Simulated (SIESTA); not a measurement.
The system is CrN2.

```
Cr N
1.0
     3.90179    0.00000    0.00000
     0.00000    4.80951    0.00000
     0.00000    0.00000    2.78417
Cr N
2 4
Direct
  0.00000 0.00000 0.00000
  0.50000 0.50000 0.50000
  0.86617 0.58878 0.00000
  0.13383 0.41123 0.00000
  0.36617 0.91122 0.50000
  0.63383 0.08878 0.50000
```

The cell comes from a database or a generator and needn't be the stable form of this composition.

* Program: SIESTA 5.4.2
* Task: single point
* Functional: PBE
* Potentials or basis: PseudoDojo 0.4 standard (PBE files)
* Basis: DZP (energy shift 0.003 Ry; two zetas on semicore shells)
* Grid cutoff: 800 Ry
* Energy shift: 0.003 Ry
* k mesh: 7 × 6 × 10
* Occupations: fermi-dirac, width 0.05 eV
* Spin: collinear spin, ferromagnetic start
* Starting moments: [3.0, 3.0, 0.0, 0.0, 0.0, 0.0] μB

On this cell: pressure 2.3 GPa; largest force 0.843 eV/Å; net moment 4.28 μB per cell; site moments Cr +2.45; N -0.16 μB; band gap on the k mesh none (metal or under the smearing width).

The same run follows on a disturbed copy (atoms moved at random, drawn with an rms of 0.05 Å):

```
Cr N
1.0
     3.90179    0.00000    0.00000
     0.00000    4.80951    0.00000
     0.00000    0.00000    2.78417
Cr N
2 4
Cartesian
  -0.0140 0.0414 0.0434
  1.9391 2.4462 1.3664
  3.3607 2.8404 -0.0157
  0.4919 1.9934 -0.0220
  1.4088 4.3884 1.3552
  2.5024 0.4132 1.3474
```

Problem. What does the disturbed cell give?

Solution. The energy (extrapolated to zero smearing) moves by +9.3 meV/atom; pressure 2.6 GPa; largest force 1.312 eV/Å; net moment 4.23 μB per cell; site moments Cr +2.36, +2.49; N -0.15, -0.16, -0.14 μB; band gap on the k mesh none (metal or under the smearing width).

Forces in eV/Å, atoms in the order of the input:
```
Cr   0.325 -0.397 -0.469
Cr  -0.145 -0.442  0.099
N   -0.842  0.941  0.000
N    1.134 -0.658  0.047
N    0.057 -0.100  0.072
N   -0.527  0.657  0.249
```

Stress tensor (GPa, compression positive):
```
 3.51 -2.32 -0.78
-2.32  1.93  0.08
-0.78  0.08  2.50
```

Caveats: the basis of atomic orbitals isn't converged, which shifts pressures, moduli and gaps; only a ferromagnetic start was run, and an antiferromagnetic order may lie lower in energy.
